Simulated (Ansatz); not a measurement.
**Al6Ru: further runs on the relaxed cell**

An exercise on one series of results from a longer session: the logs are not shown, and one member is left open.

Method: DFT r2SCAN, scalar-relativistic, plane waves, PAW, in Ansatz 0.2.0.

### The structure to begin with

The structure is orthorhombic, space group Cmcm (No. 63). The conventional cell has a = 7.461 Å, b = 6.522 Å, c = 8.929 Å, α = 90.00°, β = 90.00°, γ = 90.00°. Al (site symmetry 2) is surrounded by 2 Ru at 2.62 Å and 9 Al at 2.69 to 2.96 Å. Al (site symmetry m) is surrounded by 1 Ru at 2.50 Å and 10 Al at 2.56 to 2.95 Å. Around Al (site symmetry m) lie 2 Ru at 2.56 to 2.62 Å and 9 Al at 2.69 to 2.96 Å. Ru (site symmetry m2m) has 10 Al at 2.50 to 2.62 Å in its first shell of neighbours.

Coordinates:

```cif
data_structure
_symmetry_space_group_name_H-M 'Cmcm'
_symmetry_Int_Tables_number 63
_cell_length_a 7.4606
_cell_length_b 6.5216
_cell_length_c 8.9286
_cell_angle_alpha 90.000
_cell_angle_beta 90.000
_cell_angle_gamma 90.000
_cell_volume 434.42
loop_
_atom_site_label
_atom_site_type_symbol
_atom_site_symmetry_multiplicity
_atom_site_Wyckoff_symbol
_atom_site_fract_x
_atom_site_fract_y
_atom_site_fract_z
_atom_site_occupancy
Al1 Al 8 e 0.31950 0.00000 0.00000 1
Al2 Al 8 f 0.50000 0.64289 0.09846 1
Al3 Al 8 g 0.31949 0.29855 0.25000 1
Ru1 Ru 4 c 0.50000 0.96476 0.25000 1
```

It goes back to an entry of the Materials Project, which need not be the stable form.

It is the result of an earlier relaxation at this level (volume 15.52 Å³/atom; gap on the mesh: none (metal)).

Set-up of the first run:

Contents of input.yaml:

```yaml
crystal:
  lattice:
    - [3.692600462, -3.2278629087, 0.0]
    - [3.692600462, 3.2278629087, 0.0]
    - [0.0, 0.0, 8.8384476727]
  atoms:
    - { symbol: Al, position: [0.3195002536, 0.3195002536, 0.0] }
    - { symbol: Al, position: [0.6804997464, 0.6804997464, 0.5] }
    - { symbol: Al, position: [0.6804997464, 0.6804997464, 0.0] }
    - { symbol: Al, position: [0.3195002536, 0.3195002536, 0.5] }
    - { symbol: Al, position: [0.8571118717, 0.1428881283, 0.0984601054] }
    - { symbol: Al, position: [0.1428881283, 0.8571118717, 0.5984601054] }
    - { symbol: Al, position: [0.8571118717, 0.1428881283, 0.4015398946] }
    - { symbol: Al, position: [0.1428881283, 0.8571118717, 0.9015398946] }
    - { symbol: Al, position: [0.0209382365, 0.6180463446, 0.25] }
    - { symbol: Al, position: [0.9790617635, 0.3819536554, 0.75] }
    - { symbol: Al, position: [0.3819536554, 0.9790617635, 0.25] }
    - { symbol: Al, position: [0.6180463446, 0.0209382365, 0.75] }
    - { symbol: Ru, position: [0.5352381941, 0.4647618059, 0.25] }
    - { symbol: Ru, position: [0.4647618059, 0.5352381941, 0.75] }
basis:
  ecutwfc: 500
kpoints:
  mp_grid: { grid: [8, 8, 4] }
hamiltonian:
  xc: r2scan
scf:
  occupations: { method: gaussian, width: 0.1 }
output:
  forces: true
  stress: true
  eigenvalues: true
relax:
  adjacent_minimum: "off"
  f_tol: 0.01
  max_steps: 30
  cell: { stress_tol: 0.1, fix: [volume] }
```

Started as:

```bash
ansatz run input.yaml --threads 4 --pin off --max-ram 10240MiB --backend cpu --events-out ev --progress --plain --runs-dir out
```

Among the steps run: Volume × 0.97; Point at V/V0 = 1.03; Point at V/V0 = 0.94; Point at V/V0 = 1.06; The cell scaled to 0.91 of its volume; Volume × 1.10; The cell scaled to 0.88 of its volume.

One table of the session follows, with a row left open; its other results are not shown here.

It belongs to the step «Fit of the equation of state». 

```
volume (Å³/atom)  energy above the lowest point (meV/atom)  pressure (GPa)
          13.653                                     106.0           20.36
          14.119                                      56.3           14.03
          14.584                                      23.7            8.60
          15.050                                       5.6            3.97
          15.515                                       0.0            0.00
          15.981                                         ?               ?
          16.446                                      19.2           -6.28
          17.067                                      49.9           -9.46
```

**Question.** Estimate the row for volume (Å³/atom) = 15.981.

Worked estimate for «energy above the lowest point (meV/atom)». A straight line through the neighbours (15.515, 0.0) and (16.446, 19.2) gives 0.0 + (19.2 − 0.0) × (15.981 − 15.515) / (16.446 − 15.515) = 9.6; a parabola fitted to 4 rows on both sides gives 5.2.

As computed: energy above the lowest point (meV/atom): 5.1; pressure (GPa): -3.39. In «energy above the lowest point (meV/atom)» the line misses by +4.5 and the parabola by +0.1.
